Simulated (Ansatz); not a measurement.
**BH₃STe (SMILES B[Te]S): single points off equilibrium**

The task here is to estimate one member of a computed series from the others.

Program: Ansatz 0.2.0, Gaussian basis. Level of theory: single points in def2-TZVPP. These are calculated values, not measurements.

Correlated methods freeze the cores. Filled d shells of the heavier atoms are correlated. Core potentials replace the inner electrons past krypton, and spin-orbit coupling is left out.

### Where the work starts

SMILES `B[Te]S`, 6 atoms, charge 0, spin multiplicity 1.

Atoms are counted from 1 here; the program's logs count them from 0.

Bond lengths: B1–Te2 2.204 Å, B1–H4 1.218 Å, B1–H5 1.156 Å, Te2–S3 2.464 Å, S3–H6 1.261 Å. Angles: Te2–B1–H4 116.2°, Te2–B1–H5 117.0°, H4–B1–H5 126.7°, B1–Te2–S3 98.9°, Te2–S3–H6 102.2°.

Geometry (Å):

```csv
atom,x (Å),y (Å),z (Å)
B1,-0.91890,0.36310,-0.90950
Te2,-0.80230,-0.77310,0.97490
S3,1.64810,-0.95570,1.15790
H4,-2.03810,0.63500,-1.30600
H5,0.07960,0.60660,-1.43840
H6,1.96160,0.15830,1.65790
```

The first run:

Contents of run/in.yaml:

```yaml
crystal:
  periodic: [false, false, false]
  atoms:
    - {symbol: B, position_ang: [-0.918900, 0.363100, -0.909500]}
    - {symbol: Te, position_ang: [-0.802300, -0.773100, 0.974900]}
    - {symbol: S, position_ang: [1.648100, -0.955700, 1.157900]}
    - {symbol: H, position_ang: [-2.038100, 0.635000, -1.306000]}
    - {symbol: H, position_ang: [0.079600, 0.606600, -1.438400]}
    - {symbol: H, position_ang: [1.961600, 0.158300, 1.657900]}
basis:
  gaussian: {orbitals: def2-TZVPP}
correlation: {method: ccsd_t}
output: {forces: true}
```

No record of the launch command was kept for these runs.

Among the steps run: CCSD(T)/def2-TZVPP; PBE0-D4/def2-TZVPP; wB97M-V/def2-TZVPP; r2SCAN-D4/def2-TZVPP; PBE-D4/def2-TZVPP; CAM-B3LYP-D4/def2-TZVPP; BHLYP-D4/def2-TZVPP.

One of the session's tables, all rows but one given; the rest of the session is left out.

| method | RMS force component (eV/Å) | angle to CCSD(T) forces (°) | dipole (D) |
| --- | --- | --- | --- |
| CCSD(T) | 1.102 | reference | 1.03 |
| PBE0-D4 | 1.156 | 2.9 | 1.11 |
| wB97M-V | 1.118 | 4.4 | 1.19 |
| r2SCAN-D4 | ? | ? | ? |
| PBE-D4 | 1.199 | 5.6 | 0.99 |
| CAM-B3LYP-D4 | 1.104 | 3.2 | 1.21 |
| BHLYP-D4 | 1.037 | 6.6 | 1.27 |

Q: Estimate the row for r2SCAN-D4 from the others.

**Answer.** RMS force component (eV/Å): 1.137; angle to CCSD(T) forces (°): 1.9; dipole (D): 1.08. In the column «RMS force component (eV/Å)» it lies between wB97M-V (1.118) and PBE0-D4 (1.156).
